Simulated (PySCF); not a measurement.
# The bond of CsF−, level by level

One job finds the state of CsF−, follows it along the bond with each method and fits the curves.

Computed with PySCF 2.14.0. Level: Cs def2-SVPD with ECP46, F def2-SVPD, scalar-relativistic core potentials.

2 further runs of the same task are left out: 2 set aside as unsound or not needed.

## 1. The job

A driver script around PySCF takes these settings:

```
atoms                         : Cs, F
charge                        : -1
basis                         : Cs def2-SVPD with ECP46, F def2-SVPD
Hamiltonian                   : scalar-relativistic core potentials
basis functions               : 50
electrons treated             : 19
masses in u                   : 132.9054, 18.9984
levels                        : PBE0, PBE, r²SCAN, BHandHLYP, B97-3, MN15, HSE06, HF, MP2, SCS-MP2, CCSD, CCSD(T)
grid                          : 80 radial by 434 angular points
occupations                   : held fixed by the projection of orbital angular momentum
dissociation limit            : Cs + F−, each in its ground configuration
starting distance in angstrom : 2.920
values of 2S to try           : 1, 3
```

Command:

```
OMP_NUM_THREADS=1 python dia.py task.json out
```

After this run come: The PBE0 curve of the state that the search chose; PBE (GGA); r²SCAN (meta-GGA); BHandHLYP; B97-3; MN15 (hybrid meta-GGA); HSE06 (range-separated hybrid); UHF (mean field); Adding correlation.

**Question.** What will these runs give? Wanted: for each run, Re; ωe; De; μ.

The runs gave:

Lowest PBE0 solution found, without spin–orbit coupling: ²Σ⁺ (doublet), unpaired electrons σ ↑.

```csv
level,Re (Å),ωe (cm⁻¹),De (eV),μ (D)
UHF,2.572,271.8,2.00,2.88
UHF-MP2,2.593,262.4,1.87,n/a
UHF-SCS-MP2,2.595,262.1,1.88,n/a
UHF-CCSD,2.584,266.8,1.89,n/a
UHF-CCSD(T),2.588,265.0,1.88,n/a
PBE,2.562,264.4,1.85,1.76
r²SCAN,2.556,272.0,1.95,1.96
PBE0,2.541,275.8,1.93,2.17
B97-3,2.568,264.8,1.87,2.43
HSE06,2.540,276.9,1.92,2.08
MN15,2.541,275.4,1.78,-0.77
BHandHLYP,2.550,275.9,1.87,1.77
```

De is counted to Cs + F− in their ground configurations. A positive dipole points from Cs to F; in an ion it is taken about the centre of mass and does not tell which atom is negative.

Differences from CCSD(T) in the same basis:

```csv
level,Re (mÅ),ωe (%)
UHF,-16,+2.6
UHF-MP2,+5,-1.0
UHF-SCS-MP2,+7,-1.1
UHF-CCSD,-4,+0.7
PBE,-26,-0.2
r²SCAN,-32,+2.6
PBE0,-47,+4.0
B97-3,-20,-0.1
HSE06,-48,+4.5
MN15,-47,+3.9
BHandHLYP,-38,+4.1
```

What this shows: Judged by CCSD(T) in the same basis: best bond length UHF-CCSD (-4 mÅ), worst HSE06 (-48 mÅ); best wavenumber B97-3 (-0.1 %), worst HSE06 (+4.5 %). Hartree–Fock makes the bond too short and too stiff against this reference, as it mostly does. CCSD(T) in a basis this small is itself some way from its limit, more so than the functionals. Of the levels with a De here, MN15 gives the least (1.78 eV) and UHF the most (2.00 eV).

Correlated steps freeze 1 core orbital. Spin–orbit coupling is left out. At some levels the lowest empty orbital lies below the highest filled one (the two can be of opposite spin). With some functionals the highest level of the anion is positive, from self-interaction error or because the anion is truly unbound there; the finite basis then holds the extra electron, and no neutral molecule was run to test the binding. With spin–orbit coupling the term label itself may not hold.
